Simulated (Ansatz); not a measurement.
# AlGa3O6: the cost of one run

Method: DFT PBE, scalar-relativistic, plane waves, PAW, in Ansatz 0.2.0.

1 further run of the same task is left out (it didn't finish). Runs told in other sessions of the task aren't counted.

### Step 1. The structure to begin with

It takes space group P1 (No. 1, triclinic). Conventional cell: a = 3.054 Å, b = 4.955 Å, c = 8.028 Å, α = 78.85°, β = 86.82°, γ = 83.23°. Al (site symmetry 1) has 4 O at 1.76 to 1.84 Å in its first shell of neighbours. Ga (site symmetry 1) is surrounded by 6 O at 1.94 to 2.14 Å. Around Ga (site symmetry 1) lie 4 O at 1.84 to 1.89 Å. Around Ga (site symmetry 1) lie 4 O at 1.84 to 1.99 Å. O (site symmetry 1) has 3 Ga at 1.84 to 1.99 Å in its first shell of neighbours. O (site symmetry 1) is surrounded by 1 Al at 1.78 Å and 2 Ga at 1.87 to 2.14 Å. O (site symmetry 1) has 3 Ga at 1.84 to 2.05 Å in its first shell of neighbours. O (site symmetry 1) has 3 Ga at 1.86 to 2.02 Å in its first shell of neighbours. Only part of the 10 independent sites is listed.

As a file:

```xyz
10
Lattice="3.0540 0.0000 0.0000 0.5838 4.9208 0.0000 0.4454 1.5103 7.8719" Properties=species:S:1:pos:R:3 pbc="T T T"
Al    2.1405    1.7867    0.7906
Ga    1.8086    5.9968    6.6292
Ga    1.2414    4.3739    2.2277
Ga    2.8653    3.3435    5.0802
O     2.7757    4.0456    3.2179
O     1.5594    3.4603    0.6237
O     1.3297    2.3078    4.9921
O     3.2826    4.9054    6.0044
O     2.7540    2.2634    7.2434
O     0.6073    1.2588    1.6707
```

It is the end of an earlier relaxation with the same method, from a generated guess; it needn't be the stable form of this composition. At a tolerance of 0.02 Å it has space group P1 (No. 1); it has 11.83 Å³/atom, an uncorrected energy of -2.03 eV/atom over the elements.

### Step 2. Static run: bands, density of states and charges

Input file input.yaml:

```yaml
crystal:
  lattice:
    - [3.0539697, 0.0, 0.0]
    - [0.5837532, 4.9208499, 0.0]
    - [0.4453913, 1.5102693, 7.8718547]
  atoms:
    - { symbol: Al, position: [0.622723, 0.332261, 0.100436] }
    - { symbol: Ga, position: [0.285872, 0.960183, 0.842145] }
    - { symbol: Ga, position: [0.211925, 0.802003, 0.282999] }
    - { symbol: Ga, position: [0.75208, 0.481386, 0.645361] }
    - { symbol: O, position: [0.716102, 0.696669, 0.408791] }
    - { symbol: O, position: [0.369294, 0.678877, 0.079226] }
    - { symbol: O, position: [0.290461, 0.274349, 0.634171] }
    - { symbol: O, position: [0.817823, 0.762754, 0.762772] }
    - { symbol: O, position: [0.733647, 0.177557, 0.920165] }
    - { symbol: O, position: [0.131473, 0.190662, 0.212235] }
basis:
  ecutwfc: 420
kpoints:
  mp_grid: { grid: [10, 6, 4] }
  band_path:
    path:
      - [[0.0, 0.0, 0.0], [-0.5, 0.0, 0.0]]
      - [[0.0, 0.0, -0.5], [0.0, 0.0, 0.0], [0.0, -0.5, 0.0]]
      - [[-0.5, -0.5, -0.5], [0.0, 0.0, 0.0], [0.0, -0.5, -0.5]]
      - [[-0.5, -0.5, 0.0], [0.0, 0.0, 0.0], [-0.5, 0.0, -0.5]]
    npoints: 14
hamiltonian:
  xc: pbe
scf:
  occupations: { method: gaussian, width: 0.02 }
  n_extra_bands: 25
output:
  forces: true
  stress: true
  eigenvalues: true
  populations: true
  dos: { projected: true, de: 0.02, nscf_kmesh: { grid: [15, 9, 6] } }
  bader: true
  write_density: true
  write_potential: true
  elf: true
  volumetric_format: npy
```

The run is started by

```bash
ansatz run input.yaml --threads 4 --pin off --max-ram 8192MiB --backend cpu --events-out ev --progress --plain --runs-dir out
```

Q: Estimate wall time and peak memory on 4 threads of Intel Xeon 6975P-C (Granite Rapids), shared host.

About 78 s, with a peak of 1.9 GiB.
